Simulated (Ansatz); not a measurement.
**SnTe2: short molecular dynamics of a 3-atom cell**

Aim: follow the atoms of SnTe2 (CdCl2 type) in time, from their lattice sites. Runs: r2SCAN, 40 steps of 1.5 fs at constant energy, with velocities drawn for 2200 K; PBE, 20 steps of 1.5 fs under a Langevin thermostat and barostat at 1000 K. The cell is a 1×1×1 supercell of the structure relaxed with r2SCAN+rVV10.

Program: Ansatz 0.2.0. Level of theory: DFT, plane waves, PAW, no spin polarisation. These are calculated values, not measurements.

## Step 1: The structure to begin with

The cell holds 3 atoms (SnTe2): a = 6.737 Å, b = 6.737 Å, c = 6.737 Å, α = 36.11°, β = 36.11°, γ = 36.11°.

As a file:

```
Sn Te
1.0
     2.08831    1.20569    6.29096
    -2.08831    1.20569    6.29096
     0.00000   -2.41137    6.29096
Sn Te
1 2
Cartesian
  0.0000 0.0000 0.0000
  0.0000 0.0000 4.5553
  0.0000 0.0000 14.3176
```

## Step 2: Run 1: r2SCAN

File input.yaml:

```yaml
crystal:
  lattice:
    - [2.0883103871, 1.2056865642, 6.2909642669]
    - [-2.0883103871, 1.2056865642, 6.2909642669]
    - [0.0, -2.4113731283, 6.2909642669]
  atoms:
    - { symbol: Sn, position: [0.0, 0.0, 0.0] }
    - { symbol: Te, position: [0.2413664389, 0.2413664389, 0.2413664389] }
    - { symbol: Te, position: [0.7586335611, 0.7586335611, 0.7586335611] }
kpoints:
  mp_grid: { grid: [4, 4, 4] }
hamiltonian:
  xc: r2scan
scf:
  occupations: { method: fermi_dirac, width: 0.19 }
md:
  ensemble: nve
  temperature: 2200
  timestep: 1.5
  n_steps: 40
  initial_velocities: maxwell_boltzmann
  seed: 6730
```

Started as:

```
ansatz run input.yaml --threads 4 --pin off --max-ram 3686MiB --backend cpu --events-out ev --progress --plain --runs-dir out
```

The log of the run, shortened:

```text
Warning: md: disabling space-group detection — thermal motion breaks the input geometry's symmetry, so no spatial operation reduces the k-mesh or symmetrises the density; time reversal is kept, so that k and −k are solved as one point where they differ and the mesh holds both, and exact [...]
Warning: RAYON_NUM_THREADS=4 ignored (pool sized by the plan → 4); use --threads N
[...]
band count auto-derived: 29 (N_el = 46.0; filled up to band 23; 28 by the electrons, moments and atoms)
[...]
Pseudopotentials: kind: paw
Pseudopotential: Sn, paw, valence charge 14, recommended cutoff 500 eV (meta_gga), Sn.paw.azcp
Pseudopotential: Te, paw, valence charge 16, recommended cutoff 500 eV (meta_gga), Te.paw.azcp
Functional definition: r2SCAN
[...]
Crystal: 3 atoms, lattice volume = 95.038 Å³
Basis set: ecut = 500 eV, 2429 PW (Γ), FFT grids on a1−a3, a2−a3, a3, exchange–correlation on 128×128×200 points (64 copies of the dense FFT grid, shifted against one another)
Bands: 29, of which v1, the nominal top of the filled ones, is band 23 counted from 1 (22 counted from 0)
Symmetry: 1 space group operations
k-points: 36 of 64 (time reversal used)
[...]
SCF iter   1: F=—  HF=-20028.634295 eV  |F-HF|=—  |Δ(HF+E_count)|=         —  Δρ=4.31e-3  dr2=1.89e-2  dr2_τ=2.34e-3  ethr=1.77e-3  ⟨swp⟩=7.3  Hψ=4938  notcnv=0
[...]
md step     0: t =     0.00 fs  T =  2200.0 K  F+E_penalty+E_count = -20028.65638882 eV  E_kin = 0.568744 eV  conserved = -20028.08764483 eV  (8 SCF iters)
[...]
md step    10: t =    15.00 fs  T =  2045.4 K  F+E_penalty+E_count = -20028.61643926 eV  E_kin = 0.528784 eV  conserved = -20028.08765542 eV  (6 SCF iters)
[...]
md step    20: t =    30.00 fs  T =  1592.9 K  F+E_penalty+E_count = -20028.49945026 eV  E_kin = 0.411809 eV  conserved = -20028.08764111 eV  (6 SCF iters)
[...]
md step    30: t =    45.00 fs  T =   963.4 K  F+E_penalty+E_count = -20028.33664252 eV  E_kin = 0.249047 eV  conserved = -20028.08759502 eV  (6 SCF iters)
[...]
md step    39: t =    58.50 fs  T =   480.9 K  F+E_penalty+E_count = -20028.21185941 eV  E_kin = 0.124310 eV  conserved = -20028.08754922 eV  (4 SCF iters)
[...]
md step    40: t =    60.00 fs  T =   443.1 K  F+E_penalty+E_count = -20028.20210529 eV  E_kin = 0.114560 eV  conserved = -20028.08754563 eV  (6 SCF iters)
[...]
SCF iter   2: F=-20028.202105 eV  HF=-20028.202105 eV  |F-HF|=2.04e-10  |Δ(HF+E_count)|=  1.42e-10  Δρ=4.37e-7  dr2=2.29e-10  dr2_τ=8.37e-12  ethr=1.00e-12  ⟨swp⟩=4.3  Hψ=3349  notcnv=0
[...]
SCF converged after 2 iterations
Free energy (F): -20028.202105 eV
[...]
E sigma→0 (E₀):  -20028.128498 eV
Entropy (-TS):   -0.147214 eV (-49.071 meV/atom)
Fermi energy:    8.931439 eV
[...]
--- Forces (eV/Å), atoms counted from 1 ---
  atom   1  Sn     0.05240190    -0.20932265    -0.00416697
  atom   2  Te     0.31935244     1.19590130    -1.46807594
  atom   3  Te    -0.37175681    -0.98657955     1.47224148
[...]
--- MD trajectory: 40 steps, t = 0.0 → 60.0 fs ---
  final state: T = 443.1 K   F+E_penalty+E_count = -20028.20210529 eV   E_kin = 0.114560 eV
  conserved energy: peak-to-peak 1.098e-4 eV (3.660e-5 eV/atom) over 60.0 fs
```

Run time: 2 min. Hardware: 4 threads of Arm Neoverse V2, shared host; peak memory 0.66 GiB.

## Step 3: What the atoms did

The trajectory, every 2 steps (energies from step 0); msd is the mean square displacement from the start, the centre of mass held:

| time (fs) | T (K) | potential energy change (meV/atom) | total energy change (meV/atom) | msd Te (Å²) | msd Sn (Å²) |
| --- | --- | --- | --- | --- | --- |
| 0.0 | 2200 | 0.0 | 0.00 | 0.000 | 0.000 |
| 3.0 | 2193 | 0.6 | 0.00 | 0.000 | 0.000 |
| 6.0 | 2174 | 2.2 | 0.00 | 0.002 | 0.000 |
| 9.0 | 2144 | 4.8 | 0.00 | 0.003 | 0.000 |
| 12.0 | 2101 | 8.5 | 0.00 | 0.006 | 0.000 |
| 15.0 | 2045 | 13.3 | 0.00 | 0.009 | 0.000 |
| 18.0 | 1978 | 19.2 | 0.00 | 0.013 | 0.001 |
| 21.0 | 1898 | 26.1 | 0.00 | 0.018 | 0.001 |
| 24.0 | 1806 | 33.9 | 0.00 | 0.023 | 0.001 |
| 27.0 | 1704 | 42.7 | 0.00 | 0.028 | 0.001 |
| 30.0 | 1593 | 52.3 | 0.00 | 0.034 | 0.002 |
| 33.0 | 1474 | 62.6 | 0.00 | 0.041 | 0.002 |
| 36.0 | 1349 | 73.3 | 0.01 | 0.047 | 0.002 |
| 39.0 | 1221 | 84.4 | 0.01 | 0.054 | 0.002 |
| 42.0 | 1091 | 95.5 | 0.01 | 0.060 | 0.003 |
| 45.0 | 963 | 106.6 | 0.02 | 0.067 | 0.003 |
| 48.0 | 840 | 117.2 | 0.02 | 0.074 | 0.003 |
| 51.0 | 723 | 127.3 | 0.02 | 0.080 | 0.004 |
| 54.0 | 617 | 136.5 | 0.03 | 0.086 | 0.004 |
| 57.0 | 523 | 144.6 | 0.03 | 0.091 | 0.004 |
| 60.0 | 443 | 151.4 | 0.03 | 0.096 | 0.005 |

time (fs), T (K) and a bar:
```
      0.0       2200 ##############################
      3.0       2193 ##############################
      4.5       2185 ##############################
      7.5       2161 #############################
     10.5       2124 #############################
     13.5       2075 ############################
     15.0       2045 ###########################
     18.0       1978 ##########################
     21.0       1898 #########################
     24.0       1806 #######################
     25.5       1756 ######################
     28.5       1650 #####################
     31.5       1534 ###################
     34.5       1412 #################
     36.0       1349 ###############
     39.0       1221 #############
     42.0       1091 ###########
     45.0        963 #########
     46.5        901 ########
     49.5        780 ######
     52.5        669 ####
     55.5        568 ##
     57.0        523 #
     60.0        443
```

## Step 4: Positions and forces

Extended XYZ, with forces in eV/Å:

```xyz
3
Lattice="2.088 1.206 6.291 -2.088 1.206 6.291 0.000 -2.411 6.291" Properties=species:S:1:pos:R:3:forces:R:3 pbc="T T T" time_fs=7.5 T=2161 dE=0.0102
Sn    0.007    0.007    0.004   -0.033   -0.037   -0.047
Te   -0.024   -0.037    4.580    0.073    0.124   -0.149
Te    0.017    0.031   14.289   -0.040   -0.088    0.196
3
Lattice="2.088 1.206 6.291 -2.088 1.206 6.291 0.000 -2.411 6.291" Properties=species:S:1:pos:R:3:forces:R:3 pbc="T T T" time_fs=15.0 T=2045 dE=0.0399
Sn    0.014    0.013    0.008   -0.052   -0.076   -0.079
Te   -0.048   -0.074    4.605    0.136    0.267   -0.321
Te    0.035    0.062   14.261   -0.084   -0.192    0.400
3
Lattice="2.088 1.206 6.291 -2.088 1.206 6.291 0.000 -2.411 6.291" Properties=species:S:1:pos:R:3:forces:R:3 pbc="T T T" time_fs=22.5 T=1853 dE=0.0896
Sn    0.021    0.019    0.012   -0.058   -0.116   -0.094
Te   -0.071   -0.110    4.627    0.190    0.428   -0.525
Te    0.051    0.092   14.235   -0.132   -0.313    0.619
3
Lattice="2.088 1.206 6.291 -2.088 1.206 6.291 0.000 -2.411 6.291" Properties=species:S:1:pos:R:3:forces:R:3 pbc="T T T" time_fs=30.0 T=1593 dE=0.1569
Sn    0.027    0.025    0.015   -0.051   -0.155   -0.091
Te   -0.093   -0.144    4.648    0.235    0.603   -0.749
Te    0.068    0.121   14.211   -0.184   -0.448    0.840
3
Lattice="2.088 1.206 6.291 -2.088 1.206 6.291 0.000 -2.411 6.291" Properties=species:S:1:pos:R:3:forces:R:3 pbc="T T T" time_fs=37.5 T=1285 dE=0.2365
Sn    0.034    0.030    0.017   -0.033   -0.190   -0.074
Te   -0.115   -0.175    4.666    0.271    0.783   -0.978
Te    0.083    0.147   14.191   -0.238   -0.593    1.051
3
Lattice="2.088 1.206 6.291 -2.088 1.206 6.291 0.000 -2.411 6.291" Properties=species:S:1:pos:R:3:forces:R:3 pbc="T T T" time_fs=45.0 T=963 dE=0.3197
Sn    0.040    0.034    0.020   -0.007   -0.215   -0.048
Te   -0.135   -0.203    4.679    0.297    0.953   -1.189
Te    0.098    0.172   14.175   -0.290   -0.738    1.237
3
Lattice="2.088 1.206 6.291 -2.088 1.206 6.291 0.000 -2.411 6.291" Properties=species:S:1:pos:R:3:forces:R:3 pbc="T T T" time_fs=52.5 T=669 dE=0.3960
Sn    0.046    0.037    0.022    0.023   -0.223   -0.022
Te   -0.154   -0.227    4.687    0.313    1.096   -1.359
Te    0.111    0.193   14.165   -0.336   -0.873    1.382
3
Lattice="2.088 1.206 6.291 -2.088 1.206 6.291 0.000 -2.411 6.291" Properties=species:S:1:pos:R:3:forces:R:3 pbc="T T T" time_fs=60.0 T=443 dE=0.4543
Sn    0.052    0.039    0.024    0.052   -0.209   -0.004
Te   -0.171   -0.246    4.690    0.319    1.196   -1.468
Te    0.123    0.210   14.161   -0.372   -0.987    1.472
```

## Step 5: Run 2: PBE

Changes to input.yaml since step 2:

```diff
@@ -12,11 +12,11 @@
 hamiltonian:
-  xc: r2scan
+  xc: pbe
 scf:
-  occupations: { method: fermi_dirac, width: 0.19 }
+  occupations: { method: fermi_dirac, width: 0.086 }
 md:
-  ensemble: nve
-  temperature: 2200
+  ensemble: npt_langevin
+  temperature: 1000
   timestep: 1.5
-  n_steps: 40
+  n_steps: 20
   initial_velocities: maxwell_boltzmann
-  seed: 6730
+  seed: 3348
```

Started as:

```
ansatz run input.yaml --threads 4 --pin off --max-ram 3686MiB --backend cpu --events-out ev --progress --plain --runs-dir out
```

The log of the run, shortened:

```text
Warning: md: disabling space-group detection — thermal motion breaks the input geometry's symmetry, so no spatial operation reduces the k-mesh or symmetrises the density; time reversal is kept, so that k and −k are solved as one point where they differ and the mesh holds both, and exact [...]
Warning: RAYON_NUM_THREADS=4 ignored (pool sized by the plan → 4); use --threads N
[...]
[... 1 set-up line as earlier in the session ...]
Pseudopotential: Sn, paw, valence charge 14, recommended cutoff 420 eV (normal), Sn.paw.azcp
Pseudopotential: Te, paw, valence charge 16, recommended cutoff 420 eV (normal), Te.paw.azcp
Functional definition: PBE
[...]
Crystal: 3 atoms, lattice volume = 95.038 Å³
Basis set: ecut = 420 eV (smoothed over ±3.0 %; plane waves to 437.0 eV, density to 1747.9 eV), 1977 PW (Γ), FFT grids on a1−a3, a2−a3, a3, exchange–correlation on 60×60×96 points (8 copies of the dense FFT grid, shifted against one another)
Bands: 28, of which v1, the nominal top of the filled ones, is band 23 counted from 1 (22 counted from 0)
[... 1 set-up line as earlier in the session ...]
[...]
md step     2: t =     3.00 fs  T =   595.4 K  F+E_penalty+E_count = -19984.30186769 eV  E_kin = 0.230884 eV  conserved = -19984.43602120 eV  P_inst = 2.5185 GPa  V = 94.9287 Å³  selection 1  (6 SCF iters)
[...]
md step     4: t =     6.00 fs  T =   784.9 K  F+E_penalty+E_count = -19984.30178379 eV  E_kin = 0.304355 eV  conserved = -19984.43602398 eV  P_inst = 2.5601 GPa  V = 94.9260 Å³  selection 1  (6 SCF iters)
[...]
md step     6: t =     9.00 fs  T =   843.2 K  F+E_penalty+E_count = -19984.30243290 eV  E_kin = 0.326983 eV  conserved = -19984.43602772 eV  P_inst = 2.4718 GPa  V = 95.1266 Å³  selection 1  (5 SCF iters)
[...]
md step     7: t =    10.50 fs  T =   816.7 K  F+E_penalty+E_count = -19984.30184903 eV  E_kin = 0.316706 eV  conserved = -19984.43602500 eV  P_inst = 2.4266 GPa  V = 95.1871 Å³  selection 1  (5 SCF iters)
[...]
md step     8: t =    12.00 fs  T =   585.4 K  F+E_penalty+E_count = -19984.30106099 eV  E_kin = 0.227004 eV  conserved = -19984.43601740 eV  P_inst = 2.2994 GPa  V = 95.2431 Å³  selection 1  (5 SCF iters)
[...]
SCF iter   1: F=—  HF=-19984.300019 eV  |F-HF|=—  |Δ(HF+E_count)|=         —  Δρ=1.82e-5  dr2=3.78e-7  ethr=1.79e-8  ⟨swp⟩=3.1  Hψ=3436  notcnv=0
[...]
```

## Step 6: The log goes on: npt_langevin at 1000 K

The log, continued, shortened:

```text
SCF iter   2: F=—  HF=-19984.300022 eV  |F-HF|=—  |Δ(HF+E_count)|=   2.88e-6  Δρ=7.67e-6  dr2=8.46e-8  ethr=8.21e-10  ⟨swp⟩=2.0  Hψ=1768  notcnv=0
[...]
md step     9: t =    13.50 fs  T =   589.5 K  F+E_penalty+E_count = -19984.30002162 eV  E_kin = 0.228586 eV  conserved = -19984.43601669 eV  P_inst = 2.2845 GPa  V = 95.2915 Å³  selection 1  (4 SCF iters)
[...]
md step    12: t =    18.00 fs  T =   551.3 K  F+E_penalty+E_count = -19984.29780888 eV  E_kin = 0.213793 eV  conserved = -19984.43601899 eV  P_inst = 2.1527 GPa  V = 95.5997 Å³  selection 1  (5 SCF iters)
[...]
md step    15: t =    22.50 fs  T =   582.8 K  F+E_penalty+E_count = -19984.29433045 eV  E_kin = 0.226016 eV  conserved = -19984.43601824 eV  P_inst = 2.0747 GPa  V = 95.8833 Å³  selection 1  (5 SCF iters)
[...]
Entropy (-TS):   -0.050402 eV (-16.801 meV/atom)
Fermi energy:    8.707768 eV
[...]
--- Forces (eV/Å), atoms counted from 1 ---
  atom   1  Sn    -0.05270340    -0.05472275    -0.05587760
  atom   2  Te    -0.24638273    -0.12622527    -0.17371929
  atom   3  Te     0.29908635     0.18094792     0.22959587
[...]
--- Stress (GPa, compression-positive) ---
        2.514365       0.592915       1.319411
        0.592915       1.852577       0.737981
        1.319411       0.737981       0.768931
  P = ⅓ Tr σ = 1.7120 GPa (17.120 kbar)
--- MD trajectory: 20 steps, t = 0.0 → 30.0 fs ---
  final state: T = 548.7 K   F+E_penalty+E_count = -19984.28551134 eV   E_kin = 0.212790 eV
  conserved energy: peak-to-peak 2.590e-5 eV (8.632e-6 eV/atom) over 30.0 fs
  cell: V = 96.3992 Å³ at the end; means of 21 rows, the approach among them: V = 95.4960 Å³, P_inst = 2.2625 GPa
  mean static stress (GPa): xx 2.6903  yy 2.3386  zz 0.9544  yz 0.3786  xz 0.6889  xy 0.3214
  the result is of one more SCF, on plane waves selected at the last cell: its energy does not rank with the rows'
```

Run time: 31 s. Hardware: 4 threads of Arm Neoverse V2, shared host; peak memory 0.46 GiB.

## Step 7: The trajectory

The trajectory, every 2 steps (energies from step 0); msd is the mean square displacement from the start, the centre of mass held:

| time (fs) | T (K) | potential energy change (meV/atom) | conserved energy change (meV/atom) | volume (Å³/atom) | pressure (GPa) | msd Te (Å²) | msd Sn (Å²) |
| --- | --- | --- | --- | --- | --- | --- | --- |
| 0.0 | 667 | 0.0 | 0.00 | 31.68 | 2.6 | 0.000 | 0.000 |
| 3.0 | 595 | 0.1 | 0.01 | 31.64 | 2.5 | 0.000 | 0.000 |
| 6.0 | 785 | 0.1 | 0.01 | 31.64 | 2.6 | 0.001 | 0.000 |
| 9.0 | 843 | -0.1 | 0.00 | 31.71 | 2.5 | 0.002 | 0.000 |
| 12.0 | 585 | 0.3 | 0.01 | 31.75 | 2.3 | 0.003 | 0.000 |
| 15.0 | 554 | 1.0 | 0.01 | 31.79 | 2.2 | 0.004 | 0.000 |
| 18.0 | 551 | 1.4 | 0.01 | 31.87 | 2.2 | 0.005 | 0.000 |
| 21.0 | 484 | 2.1 | 0.01 | 31.93 | 2.1 | 0.007 | 0.000 |
| 24.0 | 585 | 3.2 | 0.01 | 31.99 | 2.1 | 0.009 | 0.000 |
| 27.0 | 547 | 4.1 | 0.00 | 32.07 | 2.0 | 0.010 | 0.000 |
| 30.0 | 549 | 5.5 | 0.01 | 32.13 | 1.9 | 0.012 | 0.000 |

time (fs), T (K) and a bar:
```
      0.0        667 ###############
      1.5        661 ##############
      3.0        595 #########
      4.5        631 ############
      6.0        785 ########################
      7.5        859 ##############################
      9.0        843 #############################
     10.5        817 ###########################
     12.0        585 ########
     13.5        589 #########
     15.0        554 ######
     16.5        545 #####
     18.0        551 ######
     19.5        480 
     21.0        484 
     22.5        583 ########
     24.0        585 ########
     25.5        555 ######
     27.0        547 #####
     28.5        506 ##
     30.0        549 #####
```

## Step 8: Snapshots as a file

Extended XYZ, with forces in eV/Å:

```xyz
3
Lattice="2.088 1.205 6.289 -2.088 1.205 6.289 0.000 -2.410 6.289" Properties=species:S:1:pos:R:3:forces:R:3 pbc="T T T" time_fs=3.0 T=595 dE=0.0002
Sn    0.002    0.000   -0.004   -0.008   -0.002    0.053
Te    0.010    0.006    4.551   -0.022   -0.014   -0.247
Te   -0.011   -0.006   14.318    0.030    0.016    0.194
3
Lattice="2.088 1.206 6.290 -2.088 1.206 6.290 0.000 -2.411 6.290" Properties=species:S:1:pos:R:3:forces:R:3 pbc="T T T" time_fs=7.5 T=859 dE=-0.0001
Sn    0.006   -0.002   -0.009   -0.022   -0.003    0.076
Te    0.027    0.012    4.547   -0.059   -0.037   -0.243
Te   -0.028   -0.017   14.324    0.081    0.040    0.167
3
Lattice="2.090 1.207 6.295 -2.090 1.207 6.295 0.000 -2.413 6.295" Properties=species:S:1:pos:R:3:forces:R:3 pbc="T T T" time_fs=12.0 T=585 dE=0.0010
Sn    0.010   -0.004   -0.016   -0.026   -0.006    0.097
Te    0.046    0.018    4.546   -0.104   -0.062   -0.243
Te   -0.044   -0.030   14.333    0.130    0.067    0.146
3
Lattice="2.091 1.207 6.298 -2.091 1.207 6.298 0.000 -2.414 6.298" Properties=species:S:1:pos:R:3:forces:R:3 pbc="T T T" time_fs=15.0 T=554 dE=0.0030
Sn    0.011   -0.004   -0.020   -0.022   -0.013    0.103
Te    0.058    0.022    4.545   -0.133   -0.074   -0.246
Te   -0.051   -0.038   14.336    0.155    0.086    0.143
3
Lattice="2.092 1.208 6.303 -2.092 1.208 6.303 0.000 -2.416 6.303" Properties=species:S:1:pos:R:3:forces:R:3 pbc="T T T" time_fs=18.0 T=551 dE=0.0043
Sn    0.012   -0.002   -0.023   -0.009   -0.017    0.103
Te    0.071    0.026    4.547   -0.166   -0.086   -0.243
Te   -0.056   -0.045   14.343    0.174    0.104    0.140
3
Lattice="2.094 1.209 6.310 -2.094 1.209 6.310 0.000 -2.418 6.310" Properties=species:S:1:pos:R:3:forces:R:3 pbc="T T T" time_fs=22.5 T=583 dE=0.0078
Sn    0.013   -0.001   -0.027   -0.003   -0.027    0.078
Te    0.089    0.030    4.546   -0.208   -0.101   -0.230
Te   -0.065   -0.053   14.349    0.211    0.128    0.152
3
Lattice="2.097 1.211 6.317 -2.097 1.211 6.317 0.000 -2.421 6.317" Properties=species:S:1:pos:R:3:forces:R:3 pbc="T T T" time_fs=27.0 T=547 dE=0.0123
Sn    0.021    0.001   -0.028   -0.023   -0.043    0.007
Te    0.106    0.036    4.546   -0.235   -0.115   -0.202
Te   -0.071   -0.061   14.353    0.258    0.158    0.195
3
Lattice="2.098 1.211 6.321 -2.098 1.211 6.321 0.000 -2.423 6.321" Properties=species:S:1:pos:R:3:forces:R:3 pbc="T T T" time_fs=30.0 T=549 dE=0.0166
Sn    0.026    0.002   -0.028   -0.053   -0.055   -0.056
Te    0.114    0.041    4.545   -0.246   -0.126   -0.174
Te   -0.077   -0.066   14.354    0.299    0.181    0.230
```

## Step 9: What came out

| quantity | value |
| --- | --- |
| run 1: length | 40 steps of 1.5 fs |
| run 1: temperature, first and last step | 2200 and 443 K |
| run 1: temperature, second half | mean 983 K, from 443 to 1593 K |
| run 1: potential energy, second half | +105 meV/atom from this run's first step |
| run 1: largest change of the total energy | 0.03 meV/atom |
| run 1: mean square displacement, second half | Te 0.066, Sn 0.003 Å² |
| run 2: length | 20 steps of 1.5 fs |
| run 2: temperature, first and last step | 667 and 549 K |
| run 2: temperature, second half | mean 540 K, from 480 to 585 K |
| run 2: potential energy, second half | +3 meV/atom from this run's first step |
| run 2: largest change of the conserved energy | 0.01 meV/atom |
| run 2: volume, first and last step | 31.68 and 32.13 Å³/atom |
| run 2: mean square displacement, second half | Te 0.008, Sn 0.000 Å² |

In words: Run 1: The temperature starts at 2200 K and averages 983 K in the second half, where it still falls, from 1593 to 443 K. About half is expected from a start at a minimum: kinetic energy passes into potential energy until both shares match. The total energy strays from its start by at most 0.03 meV/atom, under 0.1 % of the mean kinetic energy, which is good for a step of 1.5 fs. No atom gets farther than 0.33 Å from its start, with the drift of the whole removed, against a typical distance of 3.0 Å between sites at the start. Run 2: Against a set 1000 K the second half averages 540 K with a spread of 34 K (in equilibrium 3 atoms would scatter by about 471 K, over a far longer run). In 30 fs the run doesn't reach equilibrium. The conserved energy strays from its start by at most 0.01 meV/atom, under 0.1 % of the mean kinetic energy, so a step of 1.5 fs is short enough over this time. The farthest move is 0.11 Å, against a mean nearest distance of 3.0 Å at the start: no atom has changed site so far. The volume changes by +1.4 % from first to last step, and is still moving at the end, so it is no equilibrium value. Averages from a run of 60 fs with 3 atoms are rough.
